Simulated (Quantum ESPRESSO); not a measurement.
# Ga6As (P6/mmm) in Quantum ESPRESSO: settings compared, part 2 of 2

Quantum ESPRESSO 7.5. Earlier steps stand in the parts before.

**3. Band structure, PBE+D3M**

Contents of pw.in:

```
&CONTROL
  calculation = 'scf'
  prefix = 'pwscf'
  outdir = './tmp'
  pseudo_dir = './pseudo'
  tprnfor = .true.
  tstress = .true.
  disk_io = 'low'
/
&SYSTEM
  ibrav = 0
  nat = 7
  ntyp = 2
  ecutwfc = 84
  nbnd = 60
  occupations = 'smearing'
  smearing = 'mp'
  degauss = 0.00367493
  vdw_corr = 'grimme-d3'
  dftd3_version = 5
/
&ELECTRONS
  conv_thr = 1.4d-09
  electron_maxstep = 120
  mixing_beta = 0.5
  mixing_ndim = 2
/
ATOMIC_SPECIES
Ga    69.7230 Ga.upf
As    74.9216 As.upf
CELL_PARAMETERS bohr
   9.2384471577    0.0000000000    0.0000000000
  -4.6192235789    8.0007299309    0.0000000000
   0.0000000000    0.0000000000    9.9902499221
ATOMIC_POSITIONS bohr
Ga     3.0754497729    0.0000000000    4.9951249610
Ga     6.1629973848    0.0000000000    4.9951249610
Ga    -1.5377248865    2.6634176317    4.9951249610
Ga    -3.0814986924    5.3373122992    4.9951249610
Ga     3.0814986924    5.3373122992    4.9951249610
Ga     1.5377248865    2.6634176317    4.9951249610
As     0.0000000000    0.0000000000    0.0000000000
K_POINTS automatic
5 5 4 0 0 0
```

Contents of bands.in:

```
&CONTROL
  calculation = 'bands'
  prefix = 'pwscf'
  outdir = './tmp'
  pseudo_dir = './pseudo'
  disk_io = 'low'
  verbosity = 'high'
/
&SYSTEM
  ibrav = 0
  nat = 7
  ntyp = 2
  ecutwfc = 84
  nbnd = 60
  occupations = 'smearing'
  smearing = 'mp'
  degauss = 0.00367493
  vdw_corr = 'grimme-d3'
  dftd3_version = 5
/
&ELECTRONS
  conv_thr = 1d-08
  electron_maxstep = 120
  mixing_beta = 0.5
  mixing_ndim = 2
  diago_full_acc = .true.
/
ATOMIC_SPECIES
Ga    69.7230 Ga.upf
As    74.9216 As.upf
CELL_PARAMETERS bohr
   9.2384471577    0.0000000000    0.0000000000
  -4.6192235789    8.0007299309    0.0000000000
   0.0000000000    0.0000000000    9.9902499221
ATOMIC_POSITIONS bohr
Ga     3.0754497729    0.0000000000    4.9951249610
Ga     6.1629973848    0.0000000000    4.9951249610
Ga    -1.5377248865    2.6634176317    4.9951249610
Ga    -3.0814986924    5.3373122992    4.9951249610
Ga     3.0814986924    5.3373122992    4.9951249610
Ga     1.5377248865    2.6634176317    4.9951249610
As     0.0000000000    0.0000000000    0.0000000000
K_POINTS crystal
60
 0.0000000000  0.0000000000  0.0000000000 1
 0.0714285714  0.0000000000  0.0000000000 1
 0.1428571429  0.0000000000  0.0000000000 1
 0.2142857143  0.0000000000  0.0000000000 1
 0.2857142857  0.0000000000  0.0000000000 1
 0.3571428571  0.0000000000  0.0000000000 1
 0.4285714286  0.0000000000  0.0000000000 1
 0.5000000000  0.0000000000  0.0000000000 1
 0.4444444444  0.1111111111  0.0000000000 1
 0.3888888889  0.2222222222  0.0000000000 1
 0.3333333333  0.3333333333  0.0000000000 1
 0.2916666667  0.2916666667  0.0000000000 1
 0.2500000000  0.2500000000  0.0000000000 1
 0.2083333333  0.2083333333  0.0000000000 1
 0.1666666667  0.1666666667  0.0000000000 1
 0.1250000000  0.1250000000  0.0000000000 1
 0.0833333333  0.0833333333  0.0000000000 1
 0.0416666667  0.0416666667  0.0000000000 1
 0.0000000000  0.0000000000  0.0000000000 1
 0.0000000000  0.0000000000  0.0833333333 1
 0.0000000000  0.0000000000  0.1666666667 1
 0.0000000000  0.0000000000  0.2500000000 1
 0.0000000000  0.0000000000  0.3333333333 1
 0.0000000000  0.0000000000  0.4166666667 1
 0.0000000000  0.0000000000  0.5000000000 1
 0.0714285714  0.0000000000  0.5000000000 1
 0.1428571429  0.0000000000  0.5000000000 1
 0.2142857143  0.0000000000  0.5000000000 1
 0.2857142857  0.0000000000  0.5000000000 1
 0.3571428571  0.0000000000  0.5000000000 1
 0.4285714286  0.0000000000  0.5000000000 1
 0.5000000000  0.0000000000  0.5000000000 1
 0.4583333333  0.0833333333  0.5000000000 1
 0.4166666667  0.1666666667  0.5000000000 1
 0.3750000000  0.2500000000  0.5000000000 1
 0.3333333333  0.3333333333  0.5000000000 1
 0.2962962963  0.2962962963  0.5000000000 1
 0.2592592593  0.2592592593  0.5000000000 1
 0.2222222222  0.2222222222  0.5000000000 1
 0.1851851852  0.1851851852  0.5000000000 1
 0.1481481481  0.1481481481  0.5000000000 1
 0.1111111111  0.1111111111  0.5000000000 1
 0.0740740741  0.0740740741  0.5000000000 1
 0.0370370370  0.0370370370  0.5000000000 1
 0.0000000000  0.0000000000  0.5000000000 1
 0.5000000000  0.0000000000  0.5000000000 1
 0.5000000000  0.0000000000  0.4285714286 1
 0.5000000000  0.0000000000  0.3571428571 1
 0.5000000000  0.0000000000  0.2857142857 1
 0.5000000000  0.0000000000  0.2142857143 1
 0.5000000000  0.0000000000  0.1428571429 1
 0.5000000000  0.0000000000  0.0714285714 1
 0.5000000000  0.0000000000  0.0000000000 1
 0.3333333333  0.3333333333  0.0000000000 1
 0.3333333333  0.3333333333  0.0833333333 1
 0.3333333333  0.3333333333  0.1666666667 1
 0.3333333333  0.3333333333  0.2500000000 1
 0.3333333333  0.3333333333  0.3333333333 1
 0.3333333333  0.3333333333  0.4166666667 1
 0.3333333333  0.3333333333  0.5000000000 1
```

Potentials or basis: PseudoDojo 0.5 SR PBE standard.

The run is started by

```console
OMP_NUM_THREADS=1 pw.x -in pw.in > pw.out
OMP_NUM_THREADS=1 pw.x -in bands.in > bands.out
```

pw.out:

```text
This program is part of the open-source Quantum ESPRESSO suite
     for quantum simulation of materials; please cite
[... 9 lines left out ...]
     --------------------
     sticks:   dense  smooth     PW     G-vecs:    dense   smooth      PW
     Sum        1969    1969    559                76691    76691   11341

     Using Slab Decomposition

     bravais-lattice index     =            0
     lattice parameter (alat)  =       9.2384  a.u.
     unit-cell volume          =     738.4225 (a.u.)^3
     number of atoms/cell      =            7
     number of atomic types    =            2
     number of electrons       =        93.00
     number of Kohn-Sham states=           60
     kinetic-energy cutoff     =      84.0000  Ry
     charge density cutoff     =     336.0000  Ry
     scf convergence threshold =      1.4E-09
[... 373 lines left out ...]
    15.0998  15.1003  15.2644  17.5397  19.5971  20.2843  20.6308  21.3417
    22.4038  23.0098  23.2658  23.5191

     the Fermi energy is    13.9402 ev

!    total energy              =   -1126.72727330 Ry
     estimated scf accuracy    <          1.4E-09 Ry
     smearing contrib. (-TS)   =      -0.00011372 Ry
     internal energy E=F+TS    =   -1126.72715957 Ry

     The total energy is F=E-TS. E is the sum of the following terms:
     one-electron contribution =    -874.03496839 Ry
     hartree contribution      =     521.98610260 Ry
     xc contribution           =    -302.11130655 Ry
     ewald contribution        =    -470.20033110 Ry
     DFT-D3 Dispersion         =      -2.36665613 Ry

     convergence has been achieved in  14 iterations

     Forces acting on atoms (cartesian axes, Ry/au):

     atom    1 type  1   force =     0.01103388    0.00000000   -0.00000000
     atom    2 type  1   force =    -0.01103388   -0.00000000   -0.00000000
     atom    3 type  1   force =    -0.00551694    0.00955562    0.00000000
     atom    4 type  1   force =     0.00551694   -0.00955562    0.00000000
     atom    5 type  1   force =    -0.00551694   -0.00955562    0.00000000
     atom    6 type  1   force =     0.00551694    0.00955562    0.00000000
     atom    7 type  2   force =     0.00000000    0.00000000    0.00000000

     Total force =     0.027027     Total SCF correction =     0.000316

     Computing stress (Cartesian axis) and pressure

          total   stress  (Ry/bohr**3)                   (kbar)     P=     1646.15
   0.01707696   0.00000000   0.00000000         2512.11        0.00        0.00
   0.00000000   0.01707696   0.00000000            0.00     2512.11        0.00
   0.00000000   0.00000000  -0.00058295            0.00        0.00      -85.75

=------------------------------------------------------------------------------=
   JOB DONE.
=------------------------------------------------------------------------------=
```

Run time: 8.1 min. Hardware: 1 thread of AMD EPYC 7R13 (Zen 3), shared host; peak memory 0.62 GiB.

What came out:

```yaml
Free_energy: -15329.9055 eV
Pressure: 164.6 GPa
Largest_force: 0.284 eV/Å
Band_gap_on_the_k_mesh: none (metal or under the smearing width)
```

Forces in eV/Å, atoms in the order of the input:
```
Ga   0.284  0.000  0.000
Ga  -0.284  0.000  0.000
Ga  -0.142  0.246  0.000
Ga   0.142 -0.246  0.000
Ga  -0.142 -0.246  0.000
Ga   0.142  0.246  0.000
As   0.000  0.000  0.000
```

Levels at the corners of the path, in eV from the Fermi level:
| point | band 43 | band 44 | band 45 | band 46 | band 47 | band 48 | band 49 | band 50 | band 51 | band 52 |
| --- | --- | --- | --- | --- | --- | --- | --- | --- | --- | --- |
| Γ | -7.16 | -6.94 | -0.08 | -0.08 | 0.48 | 1.34 | 1.34 | 2.05 | 2.05 | 3.26 |
| M | -2.04 | -1.48 | -1.03 | -0.73 | -0.48 | -0.02 | 0.05 | 0.43 | 0.60 | 4.45 |
| K | -4.03 | -3.22 | -3.22 | -1.04 | -1.04 | 1.49 | 1.49 | 1.50 | 2.86 | 5.72 |
| Γ | -7.16 | -6.94 | -0.08 | -0.08 | 0.48 | 1.34 | 1.34 | 2.05 | 2.05 | 3.26 |
| A | -7.14 | -4.91 | -1.90 | -1.90 | -0.14 | 1.38 | 1.38 | 3.27 | 4.77 | 4.77 |
| L | -2.64 | -1.04 | -0.98 | -0.74 | -0.54 | 0.21 | 0.35 | 0.98 | 1.78 | 2.65 |
| H | -4.07 | -4.07 | -1.55 | 0.01 | 1.09 | 1.09 | 1.40 | 1.40 | 1.51 | 4.88 |
| A | -7.14 | -4.91 | -1.90 | -1.90 | -0.14 | 1.38 | 1.38 | 3.27 | 4.77 | 4.77 |
| L | -2.64 | -1.04 | -0.98 | -0.74 | -0.54 | 0.21 | 0.35 | 0.98 | 1.78 | 2.65 |
| M | -2.04 | -1.48 | -1.03 | -0.73 | -0.48 | -0.02 | 0.05 | 0.43 | 0.60 | 4.45 |
| K | -4.03 | -3.22 | -3.22 | -1.04 | -1.04 | 1.49 | 1.49 | 1.50 | 2.86 | 5.72 |
| H | -4.07 | -4.07 | -1.55 | 0.01 | 1.09 | 1.09 | 1.40 | 1.40 | 1.51 | 4.88 |

Caveat: a pressure of tens of GPa on the cell as given is suspect, and the run, the potentials or the cell itself is likely at fault; some levels on the path didn't converge; pairwise dispersion overbinds metals, which lowers pressure and volume.
